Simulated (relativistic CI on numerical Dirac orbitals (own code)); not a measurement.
# Ions with 66 electrons, Dy to Lu⁵⁺: levels along an isoelectronic sequence

How do the lowest levels of 66-electron ions move as Z rises from 66 to 71? Each ion is run with the same configurations.

The numbers are computed with relativistic CI on numerical Dirac orbitals (own code) version 2 (Dirac-Coulomb-Breit CI, KLI orbitals optimised for each configuration, model QED (radiative potential, 1s self-energy scaled to tabulated hydrogen-like ionisation energies)), except any that are marked as measured or tabulated.

### 1 What is computed

| Property | Result |
| --- | --- |
| electrons | 66 |
| ions | Dy, Ho⁺, Er²⁺, Tm³⁺, Yb⁴⁺, Lu⁵⁺ |
| configurations | [Kr] 4d10 4f14 5s2 5p4; [Xe] 4f12; [Kr] 4d10 4f13 5s2 5p5; [Xe] 4f10 6s2; [Kr] 4d10 4f14 5s 5p5; [Kr] 4d10 4f14 5s2 5p3 5d; [Kr] 4d10 4f14 5p6 |

### 2 Dy (Z = 66)

Settings of the run:

```ini
atom Dy  Z=66  charge=0  electrons=66
nucleus A=164  rms_radius_fm=5.2218
hamiltonian dirac-coulomb  breit=on  qed=on  c_scale=1
orbitals kli  potential=per-configuration
slater_scale 1
correlation none
mixing on
configurations
  [Kr] 4d10 4f14 5s2 5p4
  [Xe] 4f12
  [Kr] 4d10 4f13 5s2 5p5
  [Xe] 4f10 6s2
  [Kr] 4d10 4f14 5s 5p5
  [Kr] 4d10 4f14 5s2 5p3 5d
  [Kr] 4d10 4f14 5p6
end
```

### 3 Ho⁺ (Z = 67)

Changes to the settings of step 2:

```diff
@@ -1,3 +1,3 @@
-atom Dy  Z=66  charge=0  electrons=66
-nucleus A=164  rms_radius_fm=5.2218
+atom Ho  Z=67  charge=1  electrons=66
+nucleus A=165  rms_radius_fm=5.2022
 hamiltonian dirac-coulomb  breit=on  qed=on  c_scale=1
```

### 4 Er²⁺ (Z = 68)

Changes to the settings of step 3:

```diff
@@ -1,3 +1,3 @@
-atom Ho  Z=67  charge=1  electrons=66
-nucleus A=165  rms_radius_fm=5.2022
+atom Er  Z=68  charge=2  electrons=66
+nucleus A=166  rms_radius_fm=5.2516
 hamiltonian dirac-coulomb  breit=on  qed=on  c_scale=1
```

### 5 Tm³⁺ (Z = 69)

Changes to the settings of step 4:

```diff
@@ -1,3 +1,3 @@
-atom Er  Z=68  charge=2  electrons=66
-nucleus A=166  rms_radius_fm=5.2516
+atom Tm  Z=69  charge=3  electrons=66
+nucleus A=169  rms_radius_fm=5.2256
 hamiltonian dirac-coulomb  breit=on  qed=on  c_scale=1
```

### 6 Yb⁴⁺ (Z = 70)

Changes to the settings of step 5:

```diff
@@ -1,3 +1,3 @@
-atom Tm  Z=69  charge=3  electrons=66
-nucleus A=169  rms_radius_fm=5.2256
+atom Yb  Z=70  charge=4  electrons=66
+nucleus A=174  rms_radius_fm=5.3108
 hamiltonian dirac-coulomb  breit=on  qed=on  c_scale=1
```

### 7 Lu⁵⁺ (Z = 71)

Changes to the settings of step 6:

```diff
@@ -1,3 +1,3 @@
-atom Yb  Z=70  charge=4  electrons=66
-nucleus A=174  rms_radius_fm=5.3108
+atom Lu  Z=71  charge=5  electrons=66
+nucleus A=175  rms_radius_fm=5.3700
 hamiltonian dirac-coulomb  breit=on  qed=on  c_scale=1
```

(Steps that only read results are left out.)

What does the calculation give? Wanted: lowest level, first ion; lowest level, last ion; changes of the lowest level; mean jj purity of the low levels.

The runs gave:

| quantity | value |
| --- | --- |
| lowest level, first ion | 4f10 5s2 5p6 6s2 5I8 |
| lowest level, last ion | 4f12 5s2 5p6 3H6 |
| changes of the lowest level | at Er²⁺ |
| mean jj purity of the low levels | 49 to 82 % |

What this shows: The lowest level changes from 4f10 5s2 5p6 6s2 5I8 to 4f12 5s2 5p6 3H6 at Er²⁺. The low levels move towards jj coupling (LS purity 89 to 74 %). Only the listed configurations are in the model, so lower levels can be missing. The near-neutral members are the least reliable. For Ho⁺ NIST tabulates another ground level.
